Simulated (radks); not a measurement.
# Ionising xenon step by step, Xe³⁶⁺ to Xe⁵³⁺

How much does each further electron of xenon cost? Each ion is computed in its NIST ground configuration. The LB94 potential has no energy functional, so minus the highest eigenvalue is the estimate.

Method: Dirac Kohn-Sham, LB94 model potential, spin-unpolarised, spherical densities, finite nucleus; open shells fill j = l - 1/2 first. Code: radks (a radial shooting solver on a logarithmic mesh, Libxc functionals) version 1.

## (1) The system

- element: xenon (Z = 54)
- charges: 36 to 53
- first configuration: [Ar]
- last configuration: 1s1

LB94 adds a gradient term to the LDA potential that gives it a −1/r tail. It is a model potential with no energy functional, so Etot and Exc are not given.

## (2) Xe³⁶⁺, [Ar]

Input:

```text
Z 54
configuration [Ar]
relativity Dirac
functional lda,pw
model_potential LB94
spin unpolarised
j_filling energy
nucleus finite rms 4.7859 fm
c 137.035999084
```

## (3) Xe³⁷⁺, [Ne] 3s2 3p5

Changes since step 2:

```diff
@@ -1,3 +1,3 @@
 Z 54
-configuration [Ar]
+configuration [Ne] 3s2 3p5
 relativity Dirac
```

## (4) Xe³⁸⁺, [Ne] 3s2 3p4

Changes since step 3:

```diff
@@ -1,3 +1,3 @@
 Z 54
-configuration [Ne] 3s2 3p5
+configuration [Ne] 3s2 3p4
 relativity Dirac
```

## (5) Xe³⁹⁺, [Ne] 3s2 3p3

Changes since step 4:

```diff
@@ -1,3 +1,3 @@
 Z 54
-configuration [Ne] 3s2 3p4
+configuration [Ne] 3s2 3p3
 relativity Dirac
```

## (6) Xe⁴⁰⁺, [Ne] 3s2 3p2

Changes since step 5:

```diff
@@ -1,3 +1,3 @@
 Z 54
-configuration [Ne] 3s2 3p3
+configuration [Ne] 3s2 3p2 4s0 3d0
 relativity Dirac
```

## (7) Xe⁴¹⁺, [Ne] 3s2 3p1

Changes since step 6:

```diff
@@ -1,3 +1,3 @@
 Z 54
-configuration [Ne] 3s2 3p2 4s0 3d0
+configuration [Ne] 3s2 3p1
 relativity Dirac
```

## (8) Xe⁴²⁺, [Ne] 3s2

Changes since step 7:

```diff
@@ -1,3 +1,3 @@
 Z 54
-configuration [Ne] 3s2 3p1
+configuration [Ne] 3s2
 relativity Dirac
```

## (9) Xe⁴³⁺, [Ne] 3s1

Changes since step 8:

```diff
@@ -1,3 +1,3 @@
 Z 54
-configuration [Ne] 3s2
+configuration [Ne] 3s1
 relativity Dirac
```

## (10) Xe⁴⁴⁺, [Ne]

Changes since step 9:

```diff
@@ -1,3 +1,3 @@
 Z 54
-configuration [Ne] 3s1
+configuration [Ne]
 relativity Dirac
```

## (11) Xe⁴⁵⁺, [He] 2s2 2p5

Changes since step 10:

```diff
@@ -1,3 +1,3 @@
 Z 54
-configuration [Ne]
+configuration [He] 2s2 2p5 3s0 3p0
 relativity Dirac
```

## (12) Xe⁴⁶⁺, [He] 2s2 2p4

Changes since step 11:

```diff
@@ -1,3 +1,3 @@
 Z 54
-configuration [He] 2s2 2p5 3s0 3p0
+configuration [He] 2s2 2p4
 relativity Dirac
```

## (13) Xe⁴⁷⁺, [He] 2s2 2p3

Changes since step 12:

```diff
@@ -1,3 +1,3 @@
 Z 54
-configuration [He] 2s2 2p4
+configuration [He] 2s2 2p3 3s0 3p0
 relativity Dirac
```

## (14) Xe⁴⁸⁺, [He] 2s2 2p2

Changes since step 13:

```diff
@@ -1,3 +1,3 @@
 Z 54
-configuration [He] 2s2 2p3 3s0 3p0
+configuration [He] 2s2 2p2 3s0 3p0
 relativity Dirac
```

## (15) Xe⁴⁹⁺, [He] 2s2 2p1

Changes since step 14:

```diff
@@ -1,3 +1,3 @@
 Z 54
-configuration [He] 2s2 2p2 3s0 3p0
+configuration [He] 2s2 2p1
 relativity Dirac
```

## (16) Xe⁵⁰⁺, [He] 2s2

Changes since step 15:

```diff
@@ -1,3 +1,3 @@
 Z 54
-configuration [He] 2s2 2p1
+configuration [He] 2s2
 relativity Dirac
```

## (17) Xe⁵¹⁺, [He] 2s1

Changes since step 16:

```diff
@@ -1,3 +1,3 @@
 Z 54
-configuration [He] 2s2
+configuration [He] 2s1 2p0 3s0
 relativity Dirac
```

## (18) Xe⁵²⁺, [He]

Changes since step 17:

```diff
@@ -1,3 +1,3 @@
 Z 54
-configuration [He] 2s1 2p0 3s0
+configuration [He] 2s0 2p0
 relativity Dirac
```

## (19) Xe⁵³⁺, 1s1

Changes since step 18:

```diff
@@ -1,3 +1,3 @@
 Z 54
-configuration [He] 2s0 2p0
+configuration 1s1
 relativity Dirac
```

What does the calculation give? Wanted: for each run, species; configuration; −ε(HOMO); NIST; error.

The runs gave:

```
species  configuration  −ε(HOMO) (eV)           NIST (eV)  error (%)
  Xe³⁶⁺           [Ar]         2551.0       2556 (theory)       -0.2
  Xe³⁷⁺   [Ne] 3s2 3p5         2635.6       2637 (theory)       -0.1
  Xe³⁸⁺   [Ne] 3s2 3p4         2721.0       2726 (theory)       -0.2
  Xe³⁹⁺   [Ne] 3s2 3p3         2807.3       2811 (theory)       -0.1
  Xe⁴⁰⁺   [Ne] 3s2 3p2         2979.7       2975 (theory)       +0.2
  Xe⁴¹⁺   [Ne] 3s2 3p1         3070.3       3068 (theory)       +0.1
  Xe⁴²⁺       [Ne] 3s2         3257.4       3243 (theory)       +0.4
  Xe⁴³⁺       [Ne] 3s1         3344.6  3333.8 (semi-emp.)       +0.3
  Xe⁴⁴⁺           [Ne]         7630.5       7660 (theory)       -0.4
  Xe⁴⁵⁺   [He] 2s2 2p5         7866.0       7889 (theory)       -0.3
  Xe⁴⁶⁺   [He] 2s2 2p4         8103.9       8144 (theory)       -0.5
  Xe⁴⁷⁺   [He] 2s2 2p3         8343.9       8382 (theory)       -0.5
  Xe⁴⁸⁺   [He] 2s2 2p2         8953.9       8971 (theory)       -0.2
  Xe⁴⁹⁺   [He] 2s2 2p1         9210.3       9243 (theory)       -0.4
  Xe⁵⁰⁺       [He] 2s2         9586.5       9581 (theory)       +0.1
  Xe⁵¹⁺       [He] 2s1         9798.9     9810.4 (theory)       -0.1
  Xe⁵²⁺           [He]          40249    40271.7 (theory)       -0.1
  Xe⁵³⁺            1s1          41102    41299.9 (theory)       -0.5
```

What this shows: Reference values: NIST Atomic Spectra Database (exp. measured, semi-emp. semi-empirical, theory a theoretical value adopted there). Per unit of the charge left behind, the cost jumps most at Xe⁵²⁺ ([He]): from 9798.9 to 40249 eV. There the highest level belongs to another shell. Spin polarisation and multiplet splitting are left out.
